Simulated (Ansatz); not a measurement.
**CrMoO4: a scan of the volume**

This session on CrMoO4 sets out to follow energy and moments against volume.

Method: DFT PBEsol, scalar-relativistic, plane waves, PAW, in Ansatz 0.2.0.

### 1 Starting point

It takes space group Cmmm (No. 65, orthorhombic). The conventional cell has a = 6.445 Å, b = 6.665 Å, c = 2.912 Å, α = 90.00°, β = 90.00°, γ = 90.00°. Around Cr (site symmetry mmm) lie 6 O at 1.96 Å. Mo (site symmetry mmm) has 6 O at 1.91 to 2.00 Å as nearest neighbours. O (site symmetry 2mm) has 1 Mo at 1.91 Å and 2 Cr at 1.96 Å as nearest neighbours. O (site symmetry m2m) has 1 Cr at 1.96 Å and 2 Mo at 2.00 Å as nearest neighbours.

Coordinates:

```
Cr Mo O
1.0
     3.22273   -3.33245    0.00000
     3.22273    3.33245    0.00000
     0.00000    0.00000    2.91245
Cr Mo O
1 1 4
Direct
  0.00000 0.00000 0.00000
  0.50000 0.50000 0.50000
  0.20415 0.20415 0.50000
  0.79585 0.79585 0.50000
  0.29479 0.70521 0.00000
  0.70521 0.29479 0.00000
```

Source of the structure: the Materials Project (structure only). It is taken as it stands there.

### 2 The base run, which the others are set against

Input file input.yaml:

```yaml
crystal:
  lattice:
    - [3.2227301523, -3.3324536903, 0.0]
    - [3.2227301523, 3.3324536903, 0.0]
    - [0.0, 0.0, 2.91244789]
  atoms:
    - { symbol: Cr, position: [0.0, 0.0, 0.0], spin: 2.45 }
    - { symbol: Mo, position: [0.5, 0.5, 0.5], spin: 0.21 }
    - { symbol: O, position: [0.20414779, 0.20414779, 0.5] }
    - { symbol: O, position: [0.79585221, 0.79585221, 0.5] }
    - { symbol: O, position: [0.29479298, 0.70520702, 0.0] }
    - { symbol: O, position: [0.70520702, 0.29479298, 0.0] }
basis:
  ecutwfc: 420
kpoints:
  mp_grid: { grid: [8, 8, 12] }
hamiltonian:
  xc: pbesol
scf:
  occupations: { method: gaussian, width: 0.1 }
output:
  forces: true
  stress: true
  eigenvalues: true
  populations: true
  write_density: true
  write_potential: true
  elf: true
  volumetric_format: npy
magnetization:
  spin_polarized: true
```

It was run beforehand and gave: -1748.6231 eV/atom at zero smearing, pressure -3.46 GPa, largest force 0.531 eV/Å, no gap on the mesh, site moments Cr +2.24, Mo +0.26 μB, in 13 SCF cycles and 65 s.

### 3 V/V0 = 0.8, start: ferromagnetic

Input file input.yaml:

```yaml
crystal:
  lattice:
    - [2.9917176577, -3.0935759675, 0.0]
    - [2.9917176577, 3.0935759675, 0.0]
    - [0.0, 0.0, 2.7036771209]
  atoms:
    - { symbol: Cr, position: [0.0, 0.0, 0.0], spin: 3.0 }
    - { symbol: Mo, position: [0.5, 0.5, 0.5], spin: 1.0 }
    - { symbol: O, position: [0.20414779, 0.20414779, 0.5] }
    - { symbol: O, position: [0.79585221, 0.79585221, 0.5] }
    - { symbol: O, position: [0.29479298, 0.70520702, 0.0] }
    - { symbol: O, position: [0.70520702, 0.29479298, 0.0] }
basis:
  ecutwfc: 420
kpoints:
  mp_grid: { grid: [8, 8, 12] }
hamiltonian:
  xc: pbesol
scf:
  occupations: { method: gaussian, width: 0.1 }
  lower_state_search: "off"
output:
  forces: true
  stress: true
  eigenvalues: true
  populations: true
magnetization:
  spin_polarized: true
```

On the command line:

```bash
$ ansatz run input.yaml --threads 1 --pin off --max-ram 2560MiB --backend cpu --events-out ev --progress --plain --runs-dir out
```

### 4 V/V0 = 0.86, start: ferromagnetic

Edit input.yaml of step 3 so:

```diff
@@ -2,5 +2,5 @@
   lattice:
-    - [2.9917176577, -3.0935759675, 0.0]
-    - [2.9917176577, 3.0935759675, 0.0]
-    - [0.0, 0.0, 2.7036771209]
+    - [3.064714992, -3.1690586248, 0.0]
+    - [3.064714992, 3.1690586248, 0.0]
+    - [0.0, 0.0, 2.7696463216]
   atoms:
```

### 5 V/V0 = 0.92, start: ferromagnetic

Edit input.yaml of step 4 so:

```diff
@@ -2,5 +2,5 @@
   lattice:
-    - [3.064714992, -3.1690586248, 0.0]
-    - [3.064714992, 3.1690586248, 0.0]
-    - [0.0, 0.0, 2.7696463216]
+    - [3.134391336, -3.2411072231, 0.0]
+    - [3.134391336, 3.2411072231, 0.0]
+    - [0.0, 0.0, 2.8326142748]
   atoms:
```

### 6 V/V0 = 0.96, start: ferromagnetic

Edit input.yaml of step 5 so:

```diff
@@ -2,5 +2,5 @@
   lattice:
-    - [3.134391336, -3.2411072231, 0.0]
-    - [3.134391336, 3.2411072231, 0.0]
-    - [0.0, 0.0, 2.8326142748]
+    - [3.1791744056, -3.2874150113, 0.0]
+    - [3.1791744056, 3.2874150113, 0.0]
+    - [0.0, 0.0, 2.8730856609]
   atoms:
```

### 7 V/V0 = 1.04, start: ferromagnetic

Edit input.yaml of step 6 so:

```diff
@@ -2,5 +2,5 @@
   lattice:
-    - [3.1791744056, -3.2874150113, 0.0]
-    - [3.1791744056, 3.2874150113, 0.0]
-    - [0.0, 0.0, 2.8730856609]
+    - [3.2651393598, -3.3763067941, 0.0]
+    - [3.2651393598, 3.3763067941, 0.0]
+    - [0.0, 0.0, 2.9507739679]
   atoms:
```

### 8 V/V0 = 1.1, start: ferromagnetic

Edit input.yaml of step 7 so:

```diff
@@ -2,5 +2,5 @@
   lattice:
-    - [3.2651393598, -3.3763067941, 0.0]
-    - [3.2651393598, 3.3763067941, 0.0]
-    - [0.0, 0.0, 2.9507739679]
+    - [3.3267602537, -3.4400256802, 0.0]
+    - [3.3267602537, 3.4400256802, 0.0]
+    - [0.0, 0.0, 3.0064620441]
   atoms:
```

### 9 V/V0 = 1.18, start: ferromagnetic

Edit input.yaml of step 8 so:

```diff
@@ -2,5 +2,5 @@
   lattice:
-    - [3.3267602537, -3.4400256802, 0.0]
-    - [3.3267602537, 3.4400256802, 0.0]
-    - [0.0, 0.0, 3.0064620441]
+    - [3.4055292244, -3.5214764796, 0.0]
+    - [3.4055292244, 3.5214764796, 0.0]
+    - [0.0, 0.0, 3.077647192]
   atoms:
```

(Steps that only read results are left out.)

Q: Predict the outcome of the series: the values and the trend.

The runs gave:

```
                           quantity        value
lowest point, start “ferromagnetic”  V/V0 = 1.00
```

What this shows: For the start “ferromagnetic” the lowest point lies at V/V0 = 1.00. The pressure passes through zero near V/V0 = 0.988, about 10.30 Å³/atom. The largest site moment goes from 1.85 μB at the smallest volume to 2.44 μB at the largest, growing as the bands narrow. The listed cell is far from this method's equilibrium (-3.5 GPa, forces up to 0.53 eV/Å), so its values are not those of the relaxed crystal.
